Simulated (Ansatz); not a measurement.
Predict the output of the script below (Ansatz's Python interface).

The script, `disp_clfh2osi.py`:
```python
"""Dispersion corrections for ClFH2OSi."""

import ansatz as az

BASIS = "def2-SVP"


def main() -> None:
    system = (
        az.Crystal.molecule()
        .atom("O", (-0.9004, 0.2588, -0.8629))
        .atom("Si", (0.3844, 0.1151, 0.0796))
        .atom("F", (0.0282, 0.7701, 1.4901))
        .atom("Cl", (0.6965, -1.8876, 0.2839))
        .atom("H", (-1.7592, -0.053, -0.4974))
        .atom("H", (1.5925, 0.7326, -0.5394))
    )

    job = (
        system.calculation()
        .basis(gaussian=BASIS)
        .accuracy("medium")
    )
    for name in ["pbe", "blyp"]:
        for correction in ("d3bj", "d4"):
            rep = job.functional(name, dispersion=correction).run(threads=1).report
            print(f"{name:8s} {correction:5s} total {rep['free_energy_ev']:.5f} eV, of which dispersion {1000 * rep['dispersion']['energy']['ev']:.2f} meV")


if __name__ == "__main__":
    main()
```

```console
$ python disp_clfh2osi.py
pbe      d3bj  total -25176.69418 eV, of which dispersion -115.05 meV
pbe      d4    total -25176.70618 eV, of which dispersion -127.05 meV
blyp     d3bj  total -25189.90597 eV, of which dispersion -259.50 meV
blyp     d4    total -25189.93078 eV, of which dispersion -284.31 meV
```

Notes:
- The settings weren't tested for convergence.
- The geometry is a force-field or estimated start, not a minimum of this method, and the basis set is short of its limit. D4 holds the three-body term, and d3bj doesn't.
- Wall time of the script: 6.2 s on 1 thread of Arm Neoverse V2 (shared host), peak memory 0.16 GiB.
